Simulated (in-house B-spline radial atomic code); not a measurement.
# Bi²²⁺: a test of the spline order

How far can the spline order be changed before the Bi²²⁺ run goes wrong?

Method: scalar-relativistic (spin-free one-electron X2C) Hartree-Fock, average of configuration, Fermi nucleus, basis-set limit. Code: in-house B-spline radial atomic code version 1.

## Step 1: What is computed

| Quantity | Value |
| --- | --- |
| element | bismuth (Z = 83) |
| charge | +22 |
| electrons | 61 |
| configuration | [Kr] 4d10 4f13 5s2 |
| Hamiltonian | scalar-relativistic (X2C) |
| nucleus | Fermi, rms radius 5.521 fm |

Outer shells as boxes (Hund's rule):

[Kr] 4d10 4f13 5s2
```
[Kr] core
4d [↑↓][↑↓][↑↓][↑↓][↑↓]
4f [↑↓][↑↓][↑↓][↑↓][↑↓][↑↓][↑ ]
5s [↑↓]
```

The boxes draw the filling by Hund's rule, which heavy ions in jj coupling don't follow; these runs average over all states of the configuration.

A run counts as converged when the orbital gradient is under the tolerance times 83 hartree (or under the basis's noise floor) and the energy moved by less than 1e-8 hartree times the root of its size. Energy differences under 6e-05 hartree are noise.

Settings, as recorded:

```ini
Z = 83
electrons = 61.0
configuration = [Kr] 4d10 4f13 5s2
hamiltonian = x2c
method = hf
spin_polarised = False
nucleus = fermi
rms_radius = 5.5211
mass_number = 209
atomic_mass = 208.980398599
speed_of_light = 137.035999084
knot_spacing = 0.22
spline_order = 8
gauss_points = 12
box_radius = 2.64
max_iterations = 70
damping = 0.5
damped_steps = 3
diis_vectors = 10
tolerance = 1e-08
start = Thomas-Fermi
```

From the earlier run of the reference: total energy -21337.293720 hartree. Levels, eight at most:

```tsv
orbital	occupation	energy (eV)	<r> (bohr)
3s	2	-4615.14	0.1705
3p	6	-3940.37	0.1724
3d	10	-3227.35	0.1572
4s	2	-1507.84	0.3740
4p	6	-1279.13	0.3963
4d	10	-1006.55	0.4127
4f	13	-711.64	0.4148
5s	2	-643.18	0.7521
```

## Step 2: Spline order 3

Settings, as recorded:

```ini
Z = 83
electrons = 61.0
configuration = [Kr] 4d10 4f13 5s2
hamiltonian = x2c
method = hf
spin_polarised = False
nucleus = fermi
rms_radius = 5.5211
mass_number = 209
atomic_mass = 208.980398599
speed_of_light = 137.035999084
knot_spacing = 0.22
spline_order = 3
gauss_points = 12
box_radius = 2.64
max_iterations = 70
damping = 0.5
damped_steps = 3
diis_vectors = 10
tolerance = 1e-08
start = Thomas-Fermi
```

Launch:

```sh
$ python run_scf.py task.json out
```

The settings of every run stand in task.json; they run in order.

## Step 3: Spline order 4

The settings differ from step 2 so:

```diff
@@ -12,3 +12,3 @@
 knot_spacing = 0.22
-spline_order = 3
+spline_order = 4
 gauss_points = 12
```

## Step 4: Spline order 5

The settings differ from step 3 so:

```diff
@@ -12,3 +12,3 @@
 knot_spacing = 0.22
-spline_order = 4
+spline_order = 5
 gauss_points = 12
```

## Step 5: Spline order 6

The settings differ from step 4 so:

```diff
@@ -12,3 +12,3 @@
 knot_spacing = 0.22
-spline_order = 5
+spline_order = 6
 gauss_points = 12
```

## Step 6: Spline order 7

The settings differ from step 5 so:

```diff
@@ -12,3 +12,3 @@
 knot_spacing = 0.22
-spline_order = 6
+spline_order = 7
 gauss_points = 12
```

## Step 7: Spline order 10

The settings differ from step 6 so:

```diff
@@ -12,3 +12,3 @@
 knot_spacing = 0.22
-spline_order = 7
+spline_order = 10
 gauss_points = 12
```

Before running: Which of these runs converge to the reference energy, which miss it and by about how much, and which fail?

**Answer**, as computed:

| run | outcome | iterations | energy less the reference (hartree) |
| --- | --- | --- | --- |
| reference | converged | 10 | 0 |
| spline order 3 | converged | 10 | +0.779 |
| spline order 4 | converged | 10 | +0.0165 |
| spline order 5 | converged | 10 | +0.000629 |
| spline order 6 | converged | 10 | below noise |
| spline order 7 | converged | 10 | below noise |
| spline order 10 | converged | 10 | below noise |

**Reading.** Of 6 changed inputs, 3 gave the reference energy within 6e-05 hartree and 3 converged to another value. The worst converged miss is +0.779 hartree (spline order 3): splines of so low an order are too stiff.
